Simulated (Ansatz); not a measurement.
**C₄H₉ClOSi: up Jacob's ladder to CCSD(T)**

An exercise on one series of results from a longer session: the logs are not shown, and one member is left open.

Program: Ansatz 0.2.0, Gaussian basis. Level of theory: functionals in def2-TZVPP, the program's frozen cores in correlated methods. These are calculated values, not measurements.

The runs, in order: LDA (SPW92), PBE-D4, revPBE-D4, BLYP-D4, r2SCAN-D4, B97M-V, PBE0-D4, B3LYP-D4, r2SCANh-D4, r2SCAN0-D4, HSE06-D4, BHLYP-D4, CAM-B3LYP-D4, LC-ωPBE, ωB97X-V, ωB97M-V, B2PLYP, PBE-QIDH; CCSD(T)/def2-SVP; CCSD(T)/def2-TZVPP; MP2/def2-QZVPP; extrapolation to the limit; RPA on PBE.

### Structure used throughout

An earlier PBE0-D4 in a triple-zeta def2 set relaxation fixed the geometry.

SMILES `CC(C)(C)O[Si]Cl`, 16 atoms, charge 0, spin multiplicity 1.

Atoms are counted from 1 here; the program's logs count them from 0.

Bond lengths: C1–C2 1.519 Å, C1–H8 1.092 Å, C1–H9 1.092 Å, C1–H10 1.090 Å, C2–C3 1.518 Å, C2–C4 1.519 Å, C2–O5 1.440 Å, C3–H11 1.092 Å, C3–H12 1.092 Å, C3–H13 1.092 Å, C4–H14 1.090 Å, C4–H15 1.092 Å, C4–H16 1.092 Å, O5–Si6 1.614 Å, Si6–Cl7 2.129 Å. Angles: C2–C1–H8 110.3°, C2–C1–H9 109.9°, C2–C1–H10 111.0°, H8–C1–H9 108.3°, H8–C1–H10 108.8°, H9–C1–H10 108.4°, C1–C2–C3 110.8°, C1–C2–C4 111.5°, C1–C2–O5 108.8°, C3–C2–C4 110.8°, C3–C2–O5 105.8°, C4–C2–O5 108.8°, C2–C3–H11 110.4°, C2–C3–H12 110.4°, C2–C3–H13 110.4°, H11–C3–H12 108.5°, H11–C3–H13 108.5°, H12–C3–H13 108.5° and more.

The first run:

Contents of in.yaml:

```yaml
crystal:
  periodic: [false, false, false]
  atoms:
    - {symbol: C, position_ang: [0.805216, -1.172610, -0.077659]}
    - {symbol: C, position_ang: [-0.045997, 0.080099, -0.196962]}
    - {symbol: C, position_ang: [-0.669170, 0.180446, -1.577710]}
    - {symbol: C, position_ang: [-1.113122, 0.133382, 0.883073]}
    - {symbol: O, position_ang: [0.805038, 1.234840, -0.067096]}
    - {symbol: Si, position_ang: [1.829980, 2.040527, 0.884008]}
    - {symbol: Cl, position_ang: [1.952981, 0.900652, 2.677674]}
    - {symbol: H, position_ang: [1.594568, -1.168194, -0.832243]}
    - {symbol: H, position_ang: [0.186719, -2.058857, -0.234823]}
    - {symbol: H, position_ang: [1.262476, -1.241890, 0.909738]}
    - {symbol: H, position_ang: [0.105985, 0.181157, -2.346298]}
    - {symbol: H, position_ang: [-1.247147, 1.102004, -1.668625]}
    - {symbol: H, position_ang: [-1.335117, -0.666347, -1.756749]}
    - {symbol: H, position_ang: [-0.667370, 0.072346, 1.876259]}
    - {symbol: H, position_ang: [-1.682228, 1.062388, 0.808549]}
    - {symbol: H, position_ang: [-1.805610, -0.702545, 0.763264]}
basis:
  gaussian: {orbitals: def2-TZVPP}
hamiltonian: {xc: lda}
output: {orbitals: {seedname: orbitals}}
```

Launch:

```bash
$ ansatz run in.yaml --threads 2 --pin off --events-out ev --progress --plain --max-ram 22528MiB --backend cuda --devices 0, --max-vram 18GiB
```

Steps of the session up to this table: LDA; PBE-D4 (GGA); revPBE-D4 (GGA); BLYP-D4 (GGA); r2SCAN-D4 (meta-GGA); B97M-V (meta-GGA); PBE0-D4 (hybrid); B3LYP-D4 (hybrid); r2SCANh-D4 (hybrid); r2SCAN0-D4 (hybrid); HSE06-D4 (hybrid); BHLYP-D4 (hybrid); CAM-B3LYP-D4 (range-separated); LC-ωPBE (range-separated); ωB97X-V (range-separated); ωB97M-V (range-separated); B2PLYP (double hybrid); PBE-QIDH (double hybrid).

One of the session's tables, all rows but one given; the rest of the session is left out.

It belongs to the step «Orbital energies across the functionals». 

| functional | HOMO (eV) | LUMO (eV) | gap (eV) |
| --- | --- | --- | --- |
| LDA (SPW92) | -6.22 | -2.70 | 3.52 |
| PBE-D4 | -6.10 | -2.52 | 3.58 |
| revPBE-D4 | -6.05 | -2.46 | 3.60 |
| BLYP-D4 | -5.97 | -2.37 | 3.60 |
| r2SCAN-D4 | -6.31 | -2.44 | 3.86 |
| B97M-V | ? | ? | ? |
| PBE0-D4 | -7.20 | -1.73 | 5.47 |
| B3LYP-D4 | -7.01 | -1.90 | 5.11 |
| r2SCANh-D4 | -6.71 | -2.14 | 4.57 |
| r2SCAN0-D4 | -7.32 | -1.68 | 5.64 |
| HSE06-D4 | -6.80 | -2.11 | 4.69 |
| BHLYP-D4 | -8.18 | -0.82 | 7.36 |
| CAM-B3LYP-D4 | -8.48 | -0.63 | 7.84 |
| LC-ωPBE | -9.75 | 0.44 | 10.19 |
| ωB97X-V | -9.44 | 0.35 | 9.79 |
| ωB97M-V | -9.29 | 0.26 | 9.55 |

Estimate the missing values for B97M-V.

As computed: HOMO (eV): -6.42; LUMO (eV): -2.41; gap (eV): 4.01. In the column «HOMO (eV)» it lies between r2SCANh-D4 (-6.71) and r2SCAN-D4 (-6.31).
